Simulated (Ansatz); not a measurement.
# CH3Cl3GeS: up Jacob's ladder to CCSD(T)

The task here is to estimate one member of a computed series from the others.

The runs use Ansatz 0.2.0, Gaussian basis; functionals in def2-TZVPP, the program's frozen cores in correlated methods.

Plan: LDA (SPW92), PBE-D4, revPBE-D4, BLYP-D4, r2SCAN-D4, B97M-V, PBE0-D4, B3LYP-D4, r2SCANh-D4, r2SCAN0-D4, HSE06-D4, BHLYP-D4, CAM-B3LYP-D4, LC-ωPBE, ωB97X-V, ωB97M-V, B2PLYP, PBE-QIDH; CCSD(T)/def2-SVP; MP2/def2-TZVPP; MP2/def2-QZVPP; RPA on PBE.

## The geometry

All runs share one geometry, relaxed beforehand with PBE0-D4 in a triple-zeta def2 set.

SMILES `C[S][Ge]([Cl])([Cl])[Cl]`, 9 atoms, charge 0, spin multiplicity 1.

Atoms are counted from 1 here; the program's logs count them from 0.

Bond lengths: C1–S2 1.816 Å, C1–H7 1.089 Å, C1–H8 1.089 Å, C1–H9 1.090 Å, S2–Ge3 2.179 Å, Ge3–Cl4 2.137 Å, Ge3–Cl5 2.123 Å, Ge3–Cl6 2.137 Å. Angles: S2–C1–H7 111.1°, S2–C1–H8 111.1°, S2–C1–H9 105.6°, H7–C1–H8 110.7°, H7–C1–H9 109.2°, H8–C1–H9 109.2°, C1–S2–Ge3 98.6°, S2–Ge3–Cl4 112.1°, S2–Ge3–Cl5 108.7°, S2–Ge3–Cl6 112.0°, Cl4–Ge3–Cl5 109.1°, Cl4–Ge3–Cl6 105.8°, Cl5–Ge3–Cl6 109.1°.

Set-up of the first run:

Input file in.yaml:

```yaml
crystal:
  periodic: [false, false, false]
  atoms:
    - {symbol: C, position_ang: [-0.071656, -1.339842, 0.890086]}
    - {symbol: S, position_ang: [1.265194, -0.638669, -0.119435]}
    - {symbol: Ge, position_ang: [0.233516, 1.142432, -0.833220]}
    - {symbol: Cl, position_ang: [-1.533021, 0.659664, -1.934122]}
    - {symbol: Cl, position_ang: [1.554371, 2.236585, -2.084715]}
    - {symbol: Cl, position_ang: [-0.406361, 2.396660, 0.774032]}
    - {symbol: H, position_ang: [-0.347113, -0.664011, 1.698371]}
    - {symbol: H, position_ang: [-0.939408, -1.580592, 0.277725]}
    - {symbol: H, position_ang: [0.332979, -2.258530, 1.314179]}
basis:
  gaussian: {orbitals: def2-TZVPP}
hamiltonian: {xc: lda}
output: {orbitals: {seedname: orbitals}}
```

Started as:

```sh
$ ansatz run in.yaml --threads 4 --pin off --events-out ev --progress --plain --max-ram 11315MiB
```

Steps of the session up to this table: LDA; PBE-D4 (GGA); revPBE-D4 (GGA); BLYP-D4 (GGA); r2SCAN-D4 (meta-GGA); B97M-V (meta-GGA); B3LYP-D4 (hybrid); r2SCANh-D4 (hybrid); r2SCAN0-D4 (hybrid); HSE06-D4 (hybrid); BHLYP-D4 (hybrid); CAM-B3LYP-D4 (range-separated); LC-ωPBE (range-separated); ωB97X-V (range-separated); ωB97M-V (range-separated); B2PLYP (double hybrid); PBE-QIDH (double hybrid).

One of the session's tables, all rows but one given; the rest of the session is left out.

It belongs to the step «Orbital energies across the functionals». 

| functional | HOMO (eV) | LUMO (eV) | gap (eV) |
| --- | --- | --- | --- |
| LDA (SPW92) | -6.62 | -3.02 | 3.60 |
| PBE-D4 | -6.49 | -2.73 | 3.77 |
| revPBE-D4 | -6.44 | -2.62 | 3.83 |
| BLYP-D4 | -6.33 | -2.65 | 3.67 |
| r2SCAN-D4 | -6.79 | -2.52 | 4.27 |
| B97M-V | -6.87 | -2.40 | 4.47 |
| PBE0-D4 | -7.76 | -1.78 | 5.98 |
| B3LYP-D4 | -7.50 | -2.07 | 5.43 |
| r2SCANh-D4 | -7.25 | -2.18 | 5.07 |
| r2SCAN0-D4 | -7.94 | -1.66 | 6.28 |
| HSE06-D4 | -7.35 | -2.15 | 5.21 |
| BHLYP-D4 | -8.87 | -0.74 | 8.13 |
| CAM-B3LYP-D4 | -9.09 | -0.75 | 8.34 |
| LC-ωPBE | -10.50 | 0.47 | 10.97 |
| ωB97X-V | ? | ? | ? |
| ωB97M-V | -9.95 | 0.26 | 10.21 |

Estimate the missing values for ωB97X-V.

**Answer.** HOMO (eV): -10.13; LUMO (eV): 0.40; gap (eV): 10.53. In the column «HOMO (eV)» it lies between LC-ωPBE (-10.50) and ωB97M-V (-9.95).
